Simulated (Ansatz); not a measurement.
# Cl2FHSi: the cost of one run

Program: Ansatz 0.2.0. Level of theory: RKS PBE0-D4/6-31G. These are calculated values, not measurements.

**1. The system as given**

Bond lengths: Si1–Cl2 2.130 Å, Si1–Cl3 2.130 Å, Si1–F4 1.589 Å, Si1–H5 1.459 Å. Angles: Cl2–Si1–Cl3 109.4°, Cl2–Si1–F4 109.5°, Cl2–Si1–H5 109.5°, Cl3–Si1–F4 109.5°, Cl3–Si1–H5 109.5°, F4–Si1–H5 109.5°.

Coordinates:

```xyz
5

Si    0.0000    0.0000    0.0000
Cl    0.0000    0.0000    2.1300
Cl    2.0086    0.0000   -0.7093
F    -0.7489    1.2974   -0.5295
H    -0.6877   -1.1914   -0.4862
```

**2. Preparing the start**

Input file input.yaml:

```yaml
crystal:
  periodic: [false, false, false]
  atoms:
    - { symbol: Si, position_ang: [0.0, 0.0, 0.0] }
    - { symbol: Cl, position_ang: [0.0, 0.0, 2.13] }
    - { symbol: Cl, position_ang: [2.0086, 0.0, -0.7093] }
    - { symbol: F, position_ang: [-0.7489, 1.2974, -0.5295] }
    - { symbol: H, position_ang: [-0.6877, -1.1914, -0.4862] }
basis:
  gaussian: { orbitals: "6-31G" }
hamiltonian:
  xc: pbe0
  dispersion: d4
relax:
  f_tol: 0.02
  max_steps: 40
```

Run with:

```console
ansatz run input.yaml --threads 1 --pin off --max-ram 2048MiB --backend cpu --events-out ev --progress --plain --runs-dir out
```

Q: Estimate wall time and peak memory on 1 thread of Arm Neoverse V1, shared host.

About 12 s, with a peak of 0.12 GiB.
